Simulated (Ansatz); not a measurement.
**Ge₂Cl+ (triplet): wave-function methods side by side, cc-pVTZ**

One table from this session's results is given with a row withheld; the runs are named, their logs left out.

Program: Ansatz 0.2.0, Gaussian basis. Level of theory: cc-pVTZ, core rule «outside noble gas», up to 33 orbitals frozen. These are calculated values, not measurements.

Plan: UHF; CCSD(T) on ROHF; CCSD(T) on UHF; BCCD(T) on ROHF; CCSDT(Q) on ROHF; CCSDT(Q) on UHF; CASSCF and NEVPT2, 14 electrons in 12 orbitals.

7 further runs of the same task are left out: 2 for a known fault of the program, 5 set aside as unsound or not needed. Runs told in other sessions of the task aren't counted.

### What is computed

The geometry is a PBE0/def2-TZVP stationary point (not a proven minimum) of the parent state, kept for this charge and spin. No spin-orbit coupling is included. The filled d shell of Ge may be among the frozen orbitals whatever the setting's name suggests.

3 atoms, charge 1, spin multiplicity 3.

Atoms are counted from 1 here; the program's logs count them from 0.

Bond lengths: Cl1–Ge2 2.397 Å, Cl1–Ge3 2.397 Å, Ge2–Ge3 2.434 Å. Angles: Ge2–Cl1–Ge3 61.0°, Cl1–Ge2–Ge3 59.5°, Cl1–Ge3–Ge2 59.5°.

As a file:

```tsv
atom	x (Å)	y (Å)	z (Å)
Cl1	0.00000	-1.65984	0.00000
Ge2	0.00000	0.40505	1.21697
Ge3	0.00000	0.40505	-1.21697
```

Set-up of the first run:

in.yaml reads:

```yaml
crystal:
  periodic: [false, false, false]
  atoms:
    - {symbol: Cl, position_ang: [0.000000, -1.659843, 0.000000]}
    - {symbol: Ge, position_ang: [0.000000, 0.405055, 1.216973]}
    - {symbol: Ge, position_ang: [0.000000, 0.405055, -1.216973]}
basis:
  gaussian: {orbitals: cc-pVTZ}
total_charge: 1
magnetization: {spin_polarized: true, initial_magnetization: 2}
hamiltonian: {xc: hf}
output: {orbitals: {seedname: orbitals}}
```

The run is started by

```console
> ansatz run in.yaml --threads 1 --pin off --events-out ev --progress --plain --max-ram 4096MiB --backend cpu
```

Among the steps run: UHF; CCSD(T) on ROHF; CCSD(T) on UHF; BCCD(T) on ROHF; CCSDT(Q) on ROHF; CCSDT(Q) on UHF; CASSCF and NEVPT2, 14 electrons in 12 orbitals.

One table of the session follows, with a row left open; its other results are not shown here.

```
        method  from UCCSDT(Q) (kJ/mol)
          ROHF                  +1034.3
           UHF                  +1015.2
          RMP2                   +145.3
          UMP2                   +151.6
         RCCSD                    +62.6
         UCCSD                    +61.1
      RCCSD(T)                     +9.0
      UCCSD(T)                        ?
       BCCD(T)                     +8.8
        RCCSDT                     +4.7
        UCCSDT                     +3.8
     RCCSDT(Q)                     +1.2
     UCCSDT(Q)                        0
CASSCF valence                   +819.2
NEVPT2 valence                   +172.0
```

Estimate the missing values for UCCSD(T).

The run gave: from UCCSDT(Q) (kJ/mol): +8.4. In the column «from UCCSDT(Q) (kJ/mol)» it lies between RCCSDT (+4.7) and BCCD(T) (+8.8).

Limits of these values: Restricted and unrestricted rows rest on different reference determinants; a gap between their highest levels can come from leftover correlation error, from unlike frozen cores or from another state.
